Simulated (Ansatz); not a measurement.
# FH5SiSn, SMILES F[SiH2][SnH3]: energies of removing a hydrogen

Computed with Ansatz's Python interface.

`fh5sisn_bde.py`
```python
from dataclasses import dataclass

import ansatz as az


@dataclass
class Options:
    basis: str = "def2-SVP"
    functional: str = "CAM-B3LYP"


cfg = Options()


def energy(molecule, charge=0, unpaired=0):
    calc = molecule.calculation().basis(gaussian=cfg.basis).functional(cfg.functional)
    if charge:
        calc = calc.charge(charge)
    if unpaired:
        calc = calc.spin("collinear", total=unpaired)
    return calc.run(threads=1).report["free_energy_ev"]

def without(molecule, index):
    rest = az.Crystal.molecule()
    for i, site in enumerate(molecule.cartesian_sites):
        if i != index:
            rest = rest.atom(site.symbol, site.position_ang)
    return rest

geometry_ang = [
    ("F", (-2.2693, -0.3028, -0.6609)),
    ("Si", (-0.793, 0.4014, -0.9352)),
    ("Sn", (0.7472, -0.3724, 0.8556)),
    ("H", (-0.2094, -0.0209, -2.2481)),
    ("H", (-0.8767, 1.8645, -0.9234)),
    ("H", (0.1763, 0.1609, 2.4274)),
    ("H", (0.912, -2.1189, 0.8385)),
    ("H", (2.4052, 0.3311, 0.5903)),
]
molecule = az.Crystal.molecule()
for symbol, xyz in geometry_ang:
    molecule = molecule.atom(symbol, xyz)

whole = energy(molecule, 0)
hydrogen = energy(az.Crystal.molecule().atom("H", (0, 0, 0)), 0, 1)
print(f"E(molecule) = {whole:.5f} eV, E(H) = {hydrogen:.5f} eV")
for index in [4, 7]:
    radical = energy(without(molecule, index), 0, 1)
    print(f"H{index}: homolysis {(radical + hydrogen - whole):.3f} eV")
```

Running `python fh5sisn_bde.py` prints:
```text
E(molecule) = -16502.10991 eV, E(H) = -13.54842 eV
H4: homolysis 4.023 eV
H7: homolysis 3.250 eV
```

Total energies depend on the basis set; only differences at equal settings carry meaning. The geometry is a force-field or estimated start, not a minimum of this method, and the basis set is short of its limit. All parts are taken at fixed geometry, without zero-point energy. def2 sets replace the cores of elements past krypton by effective core potentials. The spin-orbit lowering of heavy atoms is left out. Finished in 14 s on 1 thread of Arm Neoverse V1 (shared host), peak memory 0.29 GiB.
